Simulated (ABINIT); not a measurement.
Runs of ABINIT 10.8.3 (patched build) on HPbNO4. The typed cell holds 7 atoms: a = 4.275 Å, b = 5.609 Å, c = 5.670 Å, α = 100.02°, β = 111.92°, γ = 111.82°. The cell was built by a generator and needn't be a form met in nature.

| task | level | potentials or basis | cell | k mesh | cutoff (eV) | fine-grid cutoff | cell freedom (optcell) | cutoff smearing ecutsm (Ha) | optimiser (ionmov) | force stop (Ha/bohr) | mesh quality | gap on the mesh (eV) | pressure (GPa) | largest force (eV/Å) |
| --- | --- | --- | --- | --- | --- | --- | --- | --- | --- | --- | --- | --- | --- | --- |
| single point | PBE | JTH PAW PBE v2.0 | as given | 5 × 4 × 4 | 707 | 1306.15 eV | - | - | - | - | not flagged | 2.95 | -0.3 | 0.09 |
| band structure | PBE | Ansatz PAW PBE generated set soft_1, frozen core | as given | 6 × 4 × 4 | 490 | 979.61 eV | - | - | - | - | not flagged | 2.87 | 0.0 | 0.02 |
| single point | PBE | SG15 NC PBE v1.2 | as given | 5 × 4 × 4 | 1143 | - | - | - | - | - | not flagged | (c) | (b) | 0.11 |
| relaxation of cell and atoms | LDA | JTH PAW PBE v2.0 | relaxed | 4 × 3 × 3 | 707 | 1306.15 eV | 2 | 0.5 | 22 | 0.0005 | coarse | (a) | 0.0 | 0.02 |

Alike in all rows: no spin polarisation; smearing fermi-dirac 0.05 eV.

Question: Fill in the values left out.

Answer: (a) 2.46; (b) 0.1; (c) 2.93.

Caveats: some runs use coarse meshes; spin-orbit coupling is left out, which as a rule narrows the gap of such compounds by several tenths of an eV; the atomic spheres overlap (some runs); an odd mesh through Γ misses points on the zone boundary, where band edges often lie (some runs); the PAW data sets were made with another functional, which shifts forces and pressure a little (some runs).

A k mesh can miss the band edges, and the runs leave out spin-orbit coupling on Pb.

Not every run made on this cell is shown here.
